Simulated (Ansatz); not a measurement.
# F4Hf: the cost of one run

Method: RKS B3LYP-D4/def2-SVP, in Ansatz 0.2.0.

**1. The starting structure**

Bond lengths: Hf1–F2 1.980 Å, Hf1–F3 1.980 Å, Hf1–F4 1.979 Å, Hf1–F5 1.979 Å. Angles: F2–Hf1–F3 109.4°, F2–Hf1–F4 109.5°, F2–Hf1–F5 109.5°, F3–Hf1–F4 109.5°, F3–Hf1–F5 109.5°, F4–Hf1–F5 109.5°.

Coordinates:

```xyz
5

Hf    0.0000    0.0000    0.0000
F     0.0000    0.0000    1.9800
F     1.8671    0.0000   -0.6593
F    -0.9326    1.6157   -0.6593
F    -0.9326   -1.6157   -0.6593
```

**2. Relaxing the start**

Contents of input.yaml:

```yaml
crystal:
  periodic: [false, false, false]
  atoms:
    - { symbol: Hf, position_ang: [0.0, 0.0, 0.0] }
    - { symbol: F, position_ang: [0.0, 0.0, 1.98] }
    - { symbol: F, position_ang: [1.8671, 0.0, -0.6593] }
    - { symbol: F, position_ang: [-0.9326, 1.6157, -0.6593] }
    - { symbol: F, position_ang: [-0.9326, -1.6157, -0.6593] }
basis:
  gaussian: { orbitals: def2-SVP }
hamiltonian:
  xc: b3lyp
  dispersion: d4
relax:
  f_tol: 0.02
  max_steps: 40
```

Launch:

```
> ansatz run input.yaml --threads 2 --pin off --max-ram 3072MiB --backend cpu --events-out ev --progress --plain --runs-dir out
```

Q: Estimate wall time and peak memory on 2 threads of Arm Neoverse V1, shared host.

About 9.1 s, with a peak of 0.17 GiB.
